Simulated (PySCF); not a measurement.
# ICl₅: relaxation and vibrations of the singlet

Where does singlet ICl₅ go from a square pyramidal start, is the end point a minimum, and what are its modes, charges and moments?

Program: PySCF 2.14.0. Level of theory: B3LYP, basis I def2-SVP with ECP28, Cl def2-SVP, scalar-relativistic core potentials, no spin–orbit coupling, density fitting. These are calculated values, not measurements.

## (1) Starting geometry

6 atoms, charge 0, spin multiplicity 1.

Bond lengths: I1–Cl2 2.320 Å, I1–Cl3 2.320 Å, I1–Cl4 2.320 Å, I1–Cl5 2.320 Å, I1–Cl6 2.320 Å. Angles: Cl2–I1–Cl3 102.0°, Cl2–I1–Cl4 102.0°, Cl2–I1–Cl5 102.0°, Cl2–I1–Cl6 102.0°, Cl3–I1–Cl4 87.5°, Cl3–I1–Cl5 156.0°, Cl3–I1–Cl6 87.5°, Cl4–I1–Cl5 87.5°, Cl4–I1–Cl6 156.0°, Cl5–I1–Cl6 87.5°.

Z-matrix (Å, degrees; charge 0 multiplicity 1):
```
I
Cl 1 2.3200
Cl 1 2.3200 2 102.00
Cl 1 2.3200 2 102.00 3 -90.00
Cl 1 2.3200 2 102.00 3 180.00
Cl 1 2.3200 2 102.00 3 90.00
```

## (2) Square pyramidal start, singlet: relaxation

The steps below are one call of a driver around PySCF. For each, scf.py gives the equivalent set-up of the SCF; relaxations use the driver's own optimiser. Before each start the driver seeks the lowest SCF state from one or more starting densities and follows internal instabilities, so scf.py alone need not reach the same state.

The program finds C4v symmetry in the start, which this walk keeps. The walk stops when the largest gradient is under 0.0003 Eh/bohr and the energy has settled too.

scf.py reads:

```python
from pyscf import gto, scf, dft
mol = gto.M(atom='''
I     -0.000000    -0.000000    -0.045242
Cl     0.000000     0.000000     2.274758
Cl     2.269300    -0.000000    -0.527642
Cl     0.000000     2.269300    -0.527642
Cl    -2.269300     0.000000    -0.527642
Cl    -0.000000    -2.269300    -0.527642''',
    basis={'I': 'def2-SVP', 'Cl': 'def2-SVP'},
    ecp={'I': 'def2-SVP'},
    charge=0, spin=0)
mf = dft.RKS(mol, xc='B3LYP')
mf.grids.atom_grid = (50, 194)
aux = {'I': 'def2-universal-JKFIT', 'Cl': 'def2-universal-JKFIT'}
mf = mf.density_fit(auxbasis=aux)
mf.kernel()
```

Steps of the walk:

```
step   energy (Eh)  change (kJ/mol)  largest symmetric gradient (Eh/bohr)
   0  -2597.976514             0.00                               0.05566
   1  -2598.009575           -86.80                               0.01872
   2  -2598.015366          -102.00                               0.00574
   3  -2598.016530          -105.06                               0.00345
   4  -2598.017007          -106.31                               0.00502
   5  -2598.017868          -108.57                               0.00596
   6  -2598.018608          -110.52                               0.00668
   7  -2598.019712          -113.42                               0.00372
   8  -2598.019908          -113.93                               0.00392
   9  -2598.019964          -114.08                               0.00193
  10  -2598.019979          -114.12                               0.00007
```

The walk needed 43 s of wall time on 4 threads, shared host.

It settles in C4v symmetry, 114.1 kJ/mol below the start, after 10 steps: I–Cl 2.412 Å, I–Cl 2.481 Å (×4); Cl–I–Cl 90.0° (×4), Cl–I–Cl 90.4° (×4), Cl–I–Cl 179.2° (×2).

## (3) Is it a minimum? Harmonic modes

The point is checked on the finer grid, and tightened if its gradient asks for it. The Hessian and the dipole derivatives come from central differences of analytic gradients, with steps of 0.01 bohr.

scf.py: that of step 2 with these lines changed.

```diff
@@ -3,6 +3,6 @@
-I     -0.000000    -0.000000    -0.045242
-Cl     0.000000     0.000000     2.274758
-Cl     2.269300    -0.000000    -0.527642
-Cl     0.000000     2.269300    -0.527642
-Cl    -2.269300     0.000000    -0.527642
-Cl    -0.000000    -2.269300    -0.527642''',
+I     -0.000000    -0.000000    -0.271632
+Cl     0.000000     0.000000     2.142063
+Cl     2.481360    -0.000000    -0.289163
+Cl     0.000000     2.481360    -0.289163
+Cl    -2.481360     0.000000    -0.289163
+Cl    -0.000000    -2.481360    -0.289163''',
@@ -13 +13 @@
-mf.grids.atom_grid = (50, 194)
+mf.grids.atom_grid = (75, 302)
```

The driver hands on the density of the step before, so the log starts near convergence.

SCF at the final geometry:

```text
init E= -2598.02006798586
  HOMO = -0.314162269729108  LUMO = -0.213057372887742  gap/eV = 2.75120
cycle= 1 E= -2598.02006798442  delta_E= 1.44e-09  |g|= 6.88e-05  |ddm|= 0.000163
  HOMO = -0.31415870967404  LUMO = -0.213058529580786  gap/eV = 2.75108
cycle= 2 E= -2598.02006797618  delta_E= 8.23e-09  |g|= 0.000164  |ddm|= 0.00039
  HOMO = -0.314160749181924  LUMO = -0.213058105259937  gap/eV = 2.75114
cycle= 3 E= -2598.02006798614  delta_E= -9.96e-09  |g|= 9.37e-06  |ddm|= 0.000279
  HOMO = -0.314161074174093  LUMO = -0.21305789458778  gap/eV = 2.75116
cycle= 4 E= -2598.02006798617  delta_E= -2.5e-11  |g|= 2.96e-07  |ddm|= 1.46e-05
  HOMO = -0.314161061712929  LUMO = -0.213057823970443  gap/eV = 2.75116
Extra cycle  E= -2598.02006798617  delta_E= -4.09e-12  |g|= 5.17e-07  |ddm|= 1.07e-06
converged SCF energy = -2598.02006798617
```

The whole step took 64 s.

Geometry: C4v; I–Cl 2.414 Å, I–Cl 2.481 Å (×4); Cl–I–Cl 90.0° (×4), Cl–I–Cl 90.4° (×4), Cl–I–Cl 179.2° (×2).

Harmonic modes (main isotopes):

| symmetry | ω (cm⁻¹) | IR (km/mol) | μ (u) | type |
| --- | --- | --- | --- | --- |
| b1 | 66 | 0.0 | 34.97 | bend |
| e | 99 | 0.3 | 36.09 | bend |
| a1 | 100 | 6.0 | 46.83 | bend |
| b2 | 129 | 0.0 | 34.97 | bend |
| e | 141 | 2.0 | 38.65 | bend |
| b1 | 260 | 0.0 | 34.97 | stretch |
| a1 | 280 | 9.3 | 35.81 | stretch |
| a1 | 309 | 18.8 | 40.80 | stretch |
| e | 335 | 304 | 48.72 | stretch |

No imaginary mode, so this is a minimum.

Properties at this point:

```yaml
Dipole_moment: 0.39 D
Highest_occupied_level: -8.55 eV
Lowest_empty_level: -5.80 eV
Rotational_constants: 0.02754, 0.02754, 0.01957 cm⁻¹
Zero-point_energy: 13.7 kJ/mol
Principal_polarisabilities: 72.4, 125.9, 125.9 bohr³
Atomisation_energy_without_zero-point_energy: 581 kJ/mol
Principal_traceless_quadrupole_moments_about_the_centre_of_mass: -5.21, -5.21, 10.41 D Å
Entropy_at_298.15_K_and_1_bar: 425.1 J/(mol K)
Heat_capacity_Cp_at_298.15_K: 124.9 J/(mol K)
Enthalpy_at_298.15_K_above_0_K: 28.54 kJ/mol
Rotational_symmetry_number: 4
```

Charges (e) and bond orders:

```tsv
atom	Mulliken	Löwdin	polar tensor	Mayer order to I1
I1	1.13	0.93	2.43	–
Cl2	-0.10	-0.07	-0.35	0.81
Cl3,4,5,6	-0.26	-0.21	-0.52	0.76
```

Mulliken populations on I1 (outside its core potential): s 3.96, p 9.46, d 10.44.

## (4) What came out

| quantity | value |
| --- | --- |
| minimum | singlet, C4v |
| geometry | I–Cl 2.414 Å, I–Cl 2.481 Å (×4); Cl–I–Cl 90.0° (×4), Cl–I–Cl 90.4° (×4), Cl–I–Cl 179.2° (×2) |
| wavenumbers (cm⁻¹) | 66 (b1), 99 (e), 100 (a1), 129 (b2), 141 (e), 260 (b1), 280 (a1), 309 (a1), 335 (e) |
| dipole moment | 0.39 D |
| highest occupied, lowest empty level | -8.55, -5.80 eV |
| polar-tensor charge of I1 | +2.43 e |
| zero-point energy | 13.7 kJ/mol |
| entropy at 298.15 K | 425.1 J/(mol K) |
| atomisation energy (no zero-point energy) | 581 kJ/mol |

What this shows: The molecule stays C4v, as typed, and the end point is a minimum. In the infrared the band at 335 cm⁻¹ (e, stretch) leads. Only this shape and spin were tried, so other structures or states may lie lower. Modes under about 90 cm⁻¹ are uncertain by tens of cm⁻¹. Spin–orbit coupling is left out.

The search up to here took 1.8 min.
